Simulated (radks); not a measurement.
# As³⁺ in [Ne] 3s2 3p5 3d10 4s2 5s1: an all-electron calculation

One table from this session's results is given with a row withheld; the runs are named, their logs left out.

The numbers are computed with radks (a radial shooting solver on a logarithmic mesh, Libxc functionals) version 1 (scalar-relativistic Kohn-Sham, PBE, spin-polarised, spherical densities, finite nucleus; open shells are filled with parallel spins first), except any that are marked as measured or tabulated.

## What is computed

- element: arsenic (Z = 33)
- charge: +3
- electrons: 30
- configuration: [Ne] 3s2 3p5 3d10 4s2 5s1
- nuclear rms radius: 4.0968 fm

The outer shells:

As³⁺
```
[Ne] core
3s [↑↓]
3p [↑↓][↑↓][↑ ]
3d [↑↓][↑↓][↑↓][↑↓][↑↓]
4s [↑↓]
5s [↑ ]
```

Set-up of the first run:

Settings of this run:

```text
Z 33
configuration [Ne] 3s2 3p5 3d10 4s2 5s1
relativity scalar-relativistic
functional pbe,pbe
spin polarised
nucleus finite rms 4.0968 fm
c 137.035999084
```

Among the steps run: Self-consistent calculation.

One of the session's tables, all rows but one given; the rest of the session is left out.

It belongs to the step «Radial structure». Sizes of the orbitals, from the radial functions (bohr):

| level | <r> | outermost maximum (interpolated) | 90 % within | nodes |
| --- | --- | --- | --- | --- |
| 1s up | 0.04550 | 0.0297 | 0.0813 | 0 |
| 1s down | 0.04549 | 0.0297 | 0.0813 | 0 |
| 2s up | 0.2027 | 0.170 | 0.313 | 1 |
| 2s down | 0.2027 | 0.170 | 0.313 | 1 |
| 2p up | 0.1771 | 0.136 | 0.289 | 0 |
| 2p down | 0.1771 | 0.136 | 0.289 | 0 |
| 3s up | 0.5926 | 0.520 | 0.882 | 2 |
| 3s down | 0.5934 | 0.520 | 0.884 | 2 |
| 3p up | 0.6081 | 0.518 | 0.929 | 1 |
| 3p down | 0.6092 | 0.518 | 0.931 | 1 |
| 3d up | 0.6434 | 0.470 | 1.06 | 0 |
| 3d down | 0.6460 | 0.470 | 1.07 | 0 |
| 4s up | 1.636 | 1.46 | 2.38 | 3 |
| 4s down | ? | ? | ? | ? |
| 5s up | 3.590 | 3.45 | 5.03 | 4 |

**Question.** Estimate the row for 4s down.

The run gave: <r>: 1.640; outermost maximum (interpolated): 1.46; 90 % within: 2.39; nodes: 3. In the column «<r>» it lies between 4s up (1.636) and 5s up (3.590).
